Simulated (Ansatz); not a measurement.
# C3H10OSSi: molecular dynamics

Purpose: to follow the molecule's vibrations and see whether its bonds hold. The start is relaxed first. Runs: 256 steps of 0.25 fs at constant energy, with velocities drawn for 1500 K. SMILES of the start: COC([SiH3])SC.

Program: Ansatz 0.2.0. Level of theory: UKS B3LYP/STO-3G. These are calculated values, not measurements.

## 1. The structure to begin with

Bond lengths (14 of 15 bonds, heavy atoms first): C1–O2 1.424 Å, O2–C3 1.439 Å, C3–Si4 1.967 Å, C3–S5 1.820 Å, S5–C6 1.801 Å, C1–H7 1.072 Å, C1–H8 1.159 Å, C1–H9 1.121 Å, C3–H10 1.110 Å, Si4–H11 1.436 Å, Si4–H12 1.506 Å, Si4–H13 1.391 Å, C6–H14 1.101 Å, C6–H15 1.117 Å. Angles (14 of 26 angles, heavy atoms first): C1–O2–C3 113.5°, O2–C3–Si4 116.1°, O2–C3–S5 112.0°, Si4–C3–S5 109.1°, C3–S5–C6 99.6°, O2–C1–H7 114.4°, O2–C1–H8 107.8°, O2–C1–H9 110.2°, O2–C3–H10 107.9°, Si4–C3–H10 103.6°, S5–C3–H10 107.4°, C3–Si4–H11 109.7°, C3–Si4–H12 107.7°, C3–Si4–H13 108.9°.

Structure file:

```xyz
16

C     0.2086    1.0151    2.0479
O    -0.2946    0.1898    1.0028
C     0.2275    0.5249   -0.2958
Si    1.7670   -0.5351   -0.9093
S    -1.0642    0.4982   -1.5783
C    -2.0042   -0.9363   -1.0296
H     1.2773    1.0299    2.1241
H    -0.1369    2.1013    1.8401
H    -0.2690    0.7392    3.0235
H     0.6249    1.5597   -0.2473
H     2.2144   -0.0473   -2.1836
H     1.3128   -1.9643   -1.0515
H     2.7696   -0.4709    0.0533
H    -2.8207   -1.1343   -1.7406
H    -1.3666   -1.8522   -0.9715
H    -2.4689   -0.7403   -0.0399
```

## 2. Relaxing the start

input.yaml

```yaml
crystal:
  periodic: [false, false, false]
  atoms:
    - { symbol: C, position_ang: [0.2086, 1.0151, 2.0479] }
    - { symbol: O, position_ang: [-0.2946, 0.1898, 1.0028] }
    - { symbol: C, position_ang: [0.2275, 0.5249, -0.2958] }
    - { symbol: Si, position_ang: [1.767, -0.5351, -0.9093] }
    - { symbol: S, position_ang: [-1.0642, 0.4982, -1.5783] }
    - { symbol: C, position_ang: [-2.0042, -0.9363, -1.0296] }
    - { symbol: H, position_ang: [1.2773, 1.0299, 2.1241] }
    - { symbol: H, position_ang: [-0.1369, 2.1013, 1.8401] }
    - { symbol: H, position_ang: [-0.269, 0.7392, 3.0235] }
    - { symbol: H, position_ang: [0.6249, 1.5597, -0.2473] }
    - { symbol: H, position_ang: [2.2144, -0.0473, -2.1836] }
    - { symbol: H, position_ang: [1.3128, -1.9643, -1.0515] }
    - { symbol: H, position_ang: [2.7696, -0.4709, 0.0533] }
    - { symbol: H, position_ang: [-2.8207, -1.1343, -1.7406] }
    - { symbol: H, position_ang: [-1.3666, -1.8522, -0.9715] }
    - { symbol: H, position_ang: [-2.4689, -0.7403, -0.0399] }
magnetization:
  spin_polarized: true
basis:
  gaussian: { orbitals: STO-3G }
hamiltonian:
  xc: b3lyp
relax:
  f_tol: 0.02
  max_steps: 40
```

On the command line:

```
$ ansatz run input.yaml --threads 1 --pin off --max-ram 2048MiB --backend cpu --events-out ev --progress --plain --runs-dir out
```

Log, shortened:

```text
Warning: RAYON_NUM_THREADS=1 ignored (pool sized by the plan → 1); use --threads N
[...]
Functional definition: B3LYP
[...]
687 factors; integrals over basis functions are off by at most 1.6e-5 eV
[...]
mean field -23755.54921154 eV, -873.0003314345 hartree, gradient 3.7e-5 eV, S^2 0.000000; 0 other end points of the search recorded, 0 dependent functions left out
[...]
reference -23755.54944216 eV, -873.0003399096 hartree; 33, 33 occupied and 15, 15 virtual orbitals, 687 factors
relax step   1: F+E_penalty+E_count = -23755.54921154 eV  Δ(F+E_penalty+E_count) = +0.000e0 eV  max|allowed force component| = 3.067e0 eV/Å  Δτ_max = 0.0000 Å  (24 SCF iters, accepted)
[...]
relax step   4: F+E_penalty+E_count = -23756.01842383 eV  Δ(F+E_penalty+E_count) = -1.290e-2 eV  max|allowed force component| = 1.433e-1 eV/Å  Δτ_max = 0.0924 Å  (26 SCF iters, accepted)
[...]
relax step   7: F+E_penalty+E_count = -23756.03291364 eV  Δ(F+E_penalty+E_count) = -3.305e-3 eV  max|allowed force component| = 9.251e-2 eV/Å  Δτ_max = 0.0854 Å  (27 SCF iters, accepted)
[...]
relax step  10: F+E_penalty+E_count = -23756.03640857 eV  Δ(F+E_penalty+E_count) = -9.927e-4 eV  max|allowed force component| = 5.870e-2 eV/Å  Δτ_max = 0.0780 Å  (26 SCF iters, accepted)
[...]
relax step  11: F+E_penalty+E_count = -23756.03673597 eV  Δ(F+E_penalty+E_count) = -3.274e-4 eV  max|allowed force component| = 6.629e-2 eV/Å  Δτ_max = 0.0334 Å  (27 SCF iters, accepted)
[...]
relax step  12: F+E_penalty+E_count = -23756.03700230 eV  Δ(F+E_penalty+E_count) = -2.663e-4 eV  max|allowed force component| = 2.963e-2 eV/Å  Δτ_max = 0.0147 Å  (22 SCF iters, accepted)
[...]
687 factors; integrals over basis functions are off by at most 3.1e-5 eV
[...]
mean field -23756.03718279 eV, -873.0182640471 hartree, gradient 8.3e-6 eV, S^2 0.000000; 0 other end points of the search recorded, 0 dependent functions left out
[...]
reference -23756.03741300 eV, -873.0182725072 hartree; 33, 33 occupied and 15, 15 virtual orbitals, 687 factors
```

## 3. The output, continued: start relaxed

The log, continued, shortened:

```text
relax step  13: F+E_penalty+E_count = -23756.03718279 eV  Δ(F+E_penalty+E_count) = -1.805e-4 eV  max|allowed force component| = 1.486e-2 eV/Å  Δτ_max = 0.0231 Å  (28 SCF iters, accepted)
[...]
relax step  15: F+E_penalty+E_count = -23756.03750990 eV  Δ(F+E_penalty+E_count) = -1.275e-4 eV  max|allowed force component| = 5.743e-2 eV/Å  Δτ_max = 0.0611 Å  (27 SCF iters, accepted)
[...]
relax step  17: F+E_penalty+E_count = -23756.03794434 eV  Δ(F+E_penalty+E_count) = -2.387e-4 eV  max|allowed force component| = 1.386e-2 eV/Å  Δτ_max = 0.0216 Å  (22 SCF iters, accepted)
[...]
relax step  19: F+E_penalty+E_count = -23756.03234409 eV  Δ(F+E_penalty+E_count) = +5.952e-3 eV  max|allowed force component| = 3.450e-1 eV/Å  Δτ_max = 0.1997 Å  (26 SCF iters, rejected (line search))
[...]
Atom 6 at     1.333728     0.533264     2.115844 Å, force    -0.005425     0.002239    -0.000856 eV/Å
Atom 7 at     0.538478     2.132199     1.901722 Å, force    -0.000468    -0.006042    -0.000147 eV/Å
Atom 8 at    -0.163054     0.919648     3.035315 Å, force     0.000607     0.000127    -0.001195 eV/Å
Atom 9 at     0.452281     1.731549    -0.371957 Å, force     0.001738     0.001112     0.000093 eV/Å
Atom 10 at     1.911894    -0.303224    -2.081847 Å, force    -0.007478    -0.001101     0.012242 eV/Å
Atom 11 at     1.150584    -1.877726    -0.503519 Å, force     0.001360     0.013985     0.000713 eV/Å
Atom 12 at     2.668215    -0.205080     0.134804 Å, force    -0.010735     0.000821    -0.006871 eV/Å
Atom 13 at    -2.847964    -1.187898    -1.765804 Å, force     0.001672    -0.000246     0.000395 eV/Å
Atom 14 at    -1.189674    -1.821187    -1.608117 Å, force    -0.003162     0.003347     0.001732 eV/Å
Atom 15 at    -2.069359    -1.246623    -0.161193 Å, force     0.000544    -0.000096    -0.003656 eV/Å
Dipole moment:     0.242235    -0.014110     0.048218 e Å
```

Run time: 1.9 min. Hardware: 1 thread of Intel Xeon Platinum 8375C at 2.90GHz (Ice Lake), shared host; peak memory 0.21 GiB.

Relaxation path:

```csv
step,energy from step 1 (eV),largest force component (eV/Å)
1,0.0000,3.0665
2,-0.3883,0.7097
3,-0.4563,0.2827
4,-0.4692,0.1433
5,-0.4766,0.1534
6,-0.4804,0.1016
7,-0.4837,0.0925
8,-0.4850,0.1052
9,-0.4862,0.0731
10,-0.4872,0.0587
11,-0.4875,0.0663
12,-0.4878,0.0296
13,-0.4880,0.0149
14,-0.4882,0.0274
15,-0.4883,0.0574
16,-0.4885,0.0361
17,-0.4887,0.0139
18,-0.4891,0.0211
19x,-0.4831,0.3450
20x,-0.4889,0.0400
21,-0.4891,0.0027
22,-0.4894,0.0140
```

Step 1 is the start. 2 steps were tried and not accepted (marked x).

After: Bond lengths (14 of 15 bonds, heavy atoms first): C1–O2 1.469 Å, O2–C3 1.491 Å, C3–Si4 1.924 Å, C3–S5 1.845 Å, S5–C6 1.828 Å, C1–H7 1.113 Å, C1–H8 1.113 Å, C1–H9 1.107 Å, C3–H10 1.115 Å, Si4–H11 1.445 Å, Si4–H12 1.444 Å, Si4–H13 1.445 Å, C6–H14 1.100 Å, C6–H15 1.102 Å. Angles (14 of 26 angles, heavy atoms first): C1–O2–C3 108.7°, O2–C3–Si4 114.4°, O2–C3–S5 106.7°, Si4–C3–S5 114.5°, C3–S5–C6 98.8°, O2–C1–H7 113.1°, O2–C1–H8 112.4°, O2–C1–H9 106.5°, O2–C3–H10 109.4°, Si4–C3–H10 107.6°, S5–C3–H10 103.6°, C3–Si4–H11 108.6°, C3–Si4–H12 111.2°, C3–Si4–H13 110.6°.

## 4. The run

256 steps of 0.25 fs at constant energy, with velocities drawn for 1500 K, from the relaxed start.

input.yaml

```yaml
crystal:
  periodic: [false, false, false]
  atoms:
    - { symbol: C, position_ang: [0.348699, 1.047597, 2.062435] }
    - { symbol: O, position_ang: [-0.544141, 0.478079, 1.044076] }
    - { symbol: C, position_ang: [0.067693, 0.688027, -0.299374] }
    - { symbol: Si, position_ang: [1.527179, -0.498348, -0.702687] }
    - { symbol: S, position_ang: [-1.31341, 0.647995, -1.522734] }
    - { symbol: C, position_ang: [-1.894149, -1.060872, -1.232663] }
    - { symbol: H, position_ang: [1.333728, 0.533264, 2.115844] }
    - { symbol: H, position_ang: [0.538478, 2.132199, 1.901722] }
    - { symbol: H, position_ang: [-0.163054, 0.919648, 3.035315] }
    - { symbol: H, position_ang: [0.452281, 1.731549, -0.371957] }
    - { symbol: H, position_ang: [1.911894, -0.303224, -2.081847] }
    - { symbol: H, position_ang: [1.150584, -1.877726, -0.503519] }
    - { symbol: H, position_ang: [2.668215, -0.20508, 0.134804] }
    - { symbol: H, position_ang: [-2.847964, -1.187898, -1.765804] }
    - { symbol: H, position_ang: [-1.189674, -1.821187, -1.608117] }
    - { symbol: H, position_ang: [-2.069359, -1.246623, -0.161193] }
magnetization:
  spin_polarized: true
basis:
  gaussian: { orbitals: STO-3G }
hamiltonian:
  xc: b3lyp
md:
  timestep: 0.25
  n_steps: 256
  ensemble: nve
  temperature: 1500.0
  initial_velocities: maxwell_boltzmann
  seed: 872501
```

On the command line:

```
$ ansatz run input.yaml --threads 1 --pin off --max-ram 2048MiB --backend cpu --events-out ev --progress --plain --runs-dir out
```

Log, shortened:

```text
Warning: RAYON_NUM_THREADS=1 ignored (pool sized by the plan → 1); use --threads N
[...]
[... 1 set-up line as earlier in the session ...]
[...]
687 factors; integrals over basis functions are off by at most 1.3e-5 eV
[...]
mean field -23756.03866338 eV, -873.0183184579 hartree, gradient 2.5e-5 eV, S^2 0.000000; 0 other end points of the search recorded, 0 dependent functions left out
[...]
reference -23756.03889034 eV, -873.0183267984 hartree; 33, 33 occupied and 15, 15 virtual orbitals, 687 factors
md step     0: t =     0.00 fs  T =  1500.0 K  F+E_penalty+E_count = -23756.03866338 eV  E_kin = 2.714460 eV  conserved = -23753.32420340 eV  (24 SCF iters)
[...]
md step    19: t =     4.75 fs  T =  1011.0 K  F+E_penalty+E_count = -23755.15258279 eV  E_kin = 1.829600 eV  conserved = -23753.32298275 eV  (26 SCF iters)
[...]
md step    38: t =     9.50 fs  T =   924.0 K  F+E_penalty+E_count = -23754.99486087 eV  E_kin = 1.672034 eV  conserved = -23753.32282712 eV  (23 SCF iters)
[...]
md step    57: t =    14.25 fs  T =   945.7 K  F+E_penalty+E_count = -23755.03435323 eV  E_kin = 1.711383 eV  conserved = -23753.32296997 eV  (24 SCF iters)
[...]
md step    75: t =    18.75 fs  T =   996.3 K  F+E_penalty+E_count = -23755.12578329 eV  E_kin = 1.802869 eV  conserved = -23753.32291404 eV  (23 SCF iters)
md step    76: t =    19.00 fs  T =  1014.7 K  F+E_penalty+E_count = -23755.15925594 eV  E_kin = 1.836200 eV  conserved = -23753.32305566 eV  (23 SCF iters)
```

## 5. More of the same log: dynamics from the start

The log, continued, shortened:

```text
md step    77: t =    19.25 fs  T =  1027.8 K  F+E_penalty+E_count = -23755.18314201 eV  E_kin = 1.859985 eV  conserved = -23753.32315697 eV  (23 SCF iters)
[...]
md step   102: t =    25.50 fs  T =   914.4 K  F+E_penalty+E_count = -23754.97756571 eV  E_kin = 1.654815 eV  conserved = -23753.32275046 eV  (21 SCF iters)
[...]
md step   127: t =    31.75 fs  T =  1103.2 K  F+E_penalty+E_count = -23755.31895608 eV  E_kin = 1.996424 eV  conserved = -23753.32253257 eV  (22 SCF iters)
[...]
md step   152: t =    38.00 fs  T =   907.0 K  F+E_penalty+E_count = -23754.96392085 eV  E_kin = 1.641308 eV  conserved = -23753.32261316 eV  (23 SCF iters)
[...]
md step   177: t =    44.25 fs  T =  1025.4 K  F+E_penalty+E_count = -23755.17885866 eV  E_kin = 1.855515 eV  conserved = -23753.32334362 eV  (24 SCF iters)
md step   178: t =    44.50 fs  T =  1027.8 K  F+E_penalty+E_count = -23755.18336763 eV  E_kin = 1.859987 eV  conserved = -23753.32338110 eV  (24 SCF iters)
md step   179: t =    44.75 fs  T =  1023.0 K  F+E_penalty+E_count = -23755.17460084 eV  E_kin = 1.851286 eV  conserved = -23753.32331529 eV  (24 SCF iters)
```

## 6. The log goes on: dynamics from the start

The log, continued, shortened:

```text
md step   180: t =    45.00 fs  T =  1011.5 K  F+E_penalty+E_count = -23755.15358823 eV  E_kin = 1.830439 eV  conserved = -23753.32314895 eV  (24 SCF iters)
[...]
md step   199: t =    49.75 fs  T =  1114.0 K  F+E_penalty+E_count = -23755.33890149 eV  E_kin = 2.015886 eV  conserved = -23753.32301550 eV  (23 SCF iters)
[...]
md step   218: t =    54.50 fs  T =  1048.4 K  F+E_penalty+E_count = -23755.22060279 eV  E_kin = 1.897208 eV  conserved = -23753.32339527 eV  (23 SCF iters)
[...]
md step   237: t =    59.25 fs  T =   941.7 K  F+E_penalty+E_count = -23755.02660070 eV  E_kin = 1.704048 eV  conserved = -23753.32255301 eV  (23 SCF iters)
[...]
md step   255: t =    63.75 fs  T =  1030.5 K  F+E_penalty+E_count = -23755.18784663 eV  E_kin = 1.864877 eV  conserved = -23753.32296950 eV  (23 SCF iters)
[...]
Atom 6 at    -0.412032     2.390942     1.753996 Å, force     0.016370     1.308836    -1.067861 eV/Å
Atom 7 at    -1.729174     1.078978     1.558160 Å, force     0.317211     0.906831     0.108444 eV/Å
Atom 8 at    -0.529759     1.156329     2.933009 Å, force    -0.493518    -0.112113    -0.437322 eV/Å
Atom 9 at     0.709711     1.610622    -0.351717 Å, force     0.300941     0.231237    -0.411189 eV/Å
Atom 10 at     2.320299    -0.232004    -2.194671 Å, force    -0.880578    -0.351213     0.786160 eV/Å
Atom 11 at     0.816401    -1.848892    -1.290845 Å, force    -0.742600    -1.615781    -0.593342 eV/Å
Atom 12 at     2.796168    -1.249707    -0.196043 Å, force    -0.571509     0.198541     0.356737 eV/Å
Atom 13 at    -2.426891    -1.282960    -2.114776 Å, force     0.744209     0.475782     0.058719 eV/Å
Atom 14 at    -1.482311    -1.629555    -0.658864 Å, force    -0.035290     0.262532     0.244637 eV/Å
Atom 15 at    -3.120423    -0.777441    -0.614183 Å, force     1.724317     0.046100    -0.049629 eV/Å
Dipole moment:    -0.009712     0.012208     0.028123 e Å
```

It took 22 min on 1 thread of Intel Xeon Platinum 8375C at 2.90GHz (Ice Lake), shared host; peak memory 0.21 GiB.

## 7. The trajectory

The trajectory, every 13 steps (energies from step 0):

```csv
time (fs),T (K),potential energy change (meV/atom),total energy change (meV/atom)
0.0,1500,0.0,0.00
3.2,1062,49.7,0.13
6.5,802,79.1,0.14
9.8,952,62.0,0.07
13.0,923,65.4,0.13
16.2,854,73.2,0.14
19.5,1035,52.7,0.06
22.8,851,73.6,0.16
26.0,866,71.8,0.13
29.2,1065,49.3,0.08
32.5,1056,50.4,0.14
35.8,962,61.0,0.11
39.0,915,66.2,0.10
42.2,895,68.6,0.13
45.5,975,59.5,0.10
48.8,1089,46.6,0.07
52.0,971,60.0,0.15
55.2,1012,55.2,0.07
58.5,932,64.4,0.09
61.8,968,60.3,0.12
64.0,1030,53.2,0.07
```

time (fs), T (K) and a bar:
```
      0.0       1500 ##############################
      2.8       1082 #############
      5.5        931 #######
      8.2        771 
     11.2        988 #########
     14.0        945 #######
     16.8        846 ###
     19.5       1035 ###########
     22.2        842 ###
     25.0        954 ########
     27.8        865 ####
     30.5       1154 ################
     33.5       1048 ###########
     36.2        921 ######
     39.0        915 ######
     41.8        885 #####
     44.5       1028 ###########
     47.2        945 #######
     50.0       1107 ##############
     52.8        964 ########
     55.8        963 ########
     58.5        932 #######
     61.2        957 ########
     64.0       1030 ###########
```

## 8. Snapshots as a file

Extended XYZ, with forces in eV/Å:

```xyz
16
time_fs=10.8 T=1004 dE=0.8994
C     0.234    1.182    1.981   -2.632   -1.047    1.440
O    -0.526    0.263    1.037    3.063    2.488   -0.654
C     0.185    0.734   -0.317   -3.328   -1.423    1.108
Si    1.498   -0.529   -0.738   -0.958   -1.022    1.071
S    -1.296    0.697   -1.468    1.046   -0.785   -0.261
C    -1.831   -1.065   -1.180   -0.381    0.950   -0.976
H     1.302    1.012    2.004    1.149   -0.389   -0.123
H     0.068    2.239    1.699   -0.117    0.148    0.258
H    -0.166    0.994    3.037    0.404    0.320   -1.229
H     0.453    1.795   -0.245    0.345    0.257   -0.068
H     1.945   -0.235   -2.027    0.355   -0.111   -1.448
H     0.702   -1.774   -0.563    1.251    0.599   -0.423
H     2.664   -0.534    0.096    0.102    0.047    0.422
H    -2.653   -1.192   -1.913    0.107   -0.281    0.369
H    -1.117   -1.903   -1.295    0.066    0.636   -0.241
H    -2.229   -1.096   -0.177   -0.472   -0.386    0.757
16
time_fs=21.2 T=917 dE=1.0563
C     0.059    1.268    1.920   -2.731   -0.781    3.233
O    -0.348    0.189    1.009   -0.671    0.585    2.193
C     0.092    0.701   -0.262    2.207   -2.127   -1.816
Si    1.480   -0.558   -0.776   -1.847   -2.767    0.653
S    -1.258    0.725   -1.427   -2.020    0.373   -1.057
C    -1.829   -0.998   -1.128    1.157   -0.415   -1.500
H     1.111    1.351    1.871    2.412    0.647    0.108
H    -0.425    2.242    1.687    0.105   -0.075   -0.067
H    -0.213    1.014    3.033    0.345    0.176   -2.187
H     0.565    1.677   -0.221   -0.093    0.971   -0.041
H     1.948   -0.424   -2.078    0.895    0.736   -1.344
H     0.844   -1.950   -0.884    0.800    1.737    0.366
H     2.499   -0.763    0.203    0.482    0.428    0.226
H    -2.444   -1.388   -1.957    0.076    0.491   -0.197
H    -0.885   -1.585   -1.141   -0.950   -0.251    0.379
H    -2.401   -1.197   -0.234   -0.169    0.272    1.051
16
time_fs=32.0 T=1085 dE=0.7526
C    -0.116    1.353    1.936   -3.942   -2.655    2.646
O    -0.171    0.169    1.088    0.009    0.049   -0.773
C     0.147    0.579   -0.318   -0.446    0.502    0.627
Si    1.466   -0.620   -0.830    1.493   -1.610   -0.239
S    -1.273    0.759   -1.415   -0.534   -0.335   -0.258
C    -1.815   -0.946   -1.114    0.168   -0.723   -0.341
H     0.794    1.868    1.943    2.886    1.102    0.144
H    -0.902    2.115    1.706   -0.073   -0.310    0.075
H    -0.354    0.837    2.978    0.682    1.880   -1.822
H     0.476    1.611   -0.291    1.258    0.720   -0.013
H     2.181   -0.187   -2.006   -0.192    0.049   -0.189
H     1.057   -2.053   -1.024    0.197    1.380    0.201
H     2.427   -0.567    0.246    0.075   -0.185    0.016
H    -2.308   -1.298   -2.039   -0.268   -0.292    0.547
H    -0.980   -1.647   -0.846   -0.563    0.684   -0.613
H    -2.465   -0.956   -0.238   -0.750   -0.256   -0.008
16
time_fs=42.8 T=921 dE=1.0500
C    -0.327    1.421    2.000   -2.856   -4.197    1.266
O    -0.005    0.166    1.154   -0.185    1.829   -0.405
C     0.229    0.556   -0.341   -0.957   -0.777    1.605
Si    1.518   -0.694   -0.889    1.078    0.784   -0.025
S    -1.306    0.789   -1.412    1.470   -0.366    0.956
C    -1.873   -0.924   -1.110   -1.722   -0.541   -0.343
H     0.421    2.133    1.984    2.517    2.631   -0.704
H    -1.321    1.819    1.679    0.463    0.256    0.132
H    -0.411    1.146    3.150    0.026   -0.094   -2.609
H     0.906    1.411   -0.393   -0.491    1.416    0.127
H     2.201    0.054   -1.970   -0.410   -1.039    0.182
H     1.102   -2.058   -1.140    0.181    0.134   -0.185
H     2.418   -0.560    0.243    0.116   -0.633   -0.251
H    -2.367   -1.364   -2.006    0.665    0.249   -0.084
H    -1.096   -1.642   -0.753   -0.525    0.688   -0.084
H    -2.733   -0.870   -0.409    0.632   -0.339    0.422
16
time_fs=53.2 T=988 dE=0.9286
C    -0.520    1.406    1.962   -1.185   -3.271    0.738
O     0.138    0.266    1.192   -1.322    0.448    0.339
C     0.267    0.561   -0.247   -0.478   -0.167   -1.002
Si    1.598   -0.750   -0.934    0.734    2.301   -0.462
S    -1.300    0.803   -1.378    0.229   -1.334    1.534
C    -2.037   -0.908   -1.125    1.489    0.727    0.689
H    -0.022    2.302    1.739    1.823    2.350    0.076
H    -1.589    1.653    1.706    0.326   -0.914   -0.043
H    -0.467    1.069    3.071    0.061    0.912   -1.846
H     0.648    1.591   -0.359    0.748    0.266   -0.042
H     2.155   -0.251   -2.244   -0.185    0.019    1.555
H     1.168   -1.992   -1.363   -1.270   -1.616   -0.143
H     2.596   -1.058    0.097   -0.179    0.501   -0.447
H    -2.234   -1.353   -2.119   -0.630   -0.046    0.503
H    -1.169   -1.431   -0.687   -0.375   -0.556   -0.210
H    -2.845   -1.009   -0.344    0.212    0.380   -1.240
16
time_fs=64.0 T=1030 dE=0.8520
C    -0.671    1.345    1.833   -1.035   -1.411    2.340
O     0.219    0.395    1.235    0.738   -1.290   -1.173
C     0.297    0.589   -0.223    1.261   -0.761   -1.038
Si    1.654   -0.794   -0.980    0.091    3.210    0.172
S    -1.280    0.778   -1.295    0.830   -0.498    0.806
C    -2.099   -0.851   -1.137   -2.264   -0.600   -0.102
H    -0.412    2.391    1.754    0.016    1.309   -1.068
H    -1.729    1.079    1.558    0.317    0.907    0.108
H    -0.530    1.156    2.933   -0.493   -0.112   -0.437
H     0.710    1.611   -0.352    0.301    0.231   -0.411
H     2.320   -0.232   -2.195   -0.881   -0.351    0.786
H     0.816   -1.849   -1.291   -0.743   -1.616   -0.593
H     2.796   -1.250   -0.196   -0.572    0.199    0.357
H    -2.427   -1.283   -2.115    0.744    0.476    0.059
H    -1.482   -1.630   -0.659   -0.035    0.263    0.245
H    -3.120   -0.777   -0.614    1.724    0.046   -0.050
```

## 9. What came out

```
                          quantity                           value
           relaxation of the start        19 moves, 0.489 eV lower
                            length            256 steps of 0.25 fs
  temperature, first and last step                 1500 and 1030 K
          temperature, second half  mean 975 K, from 885 to 1116 K
     potential energy, second half     +59 meV/atom from the start
largest change of the total energy                   0.18 meV/atom
            bonds formed or broken                               0
```

**Reading.** The temperature starts at 1500 K and averages 975 K in the second half, where it ranges from 885 to 1116 K. The total energy strays from its start by at most 0.18 meV/atom, 0.2 % of the mean kinetic energy, which is good for a step of 0.25 fs. No bond forms or breaks. 64 fs on 16 atoms is far too short and small for converged averages. The nuclei move classically, without zero-point motion, which matters most for hydrogen. In so small a basis the energies are only a sketch.
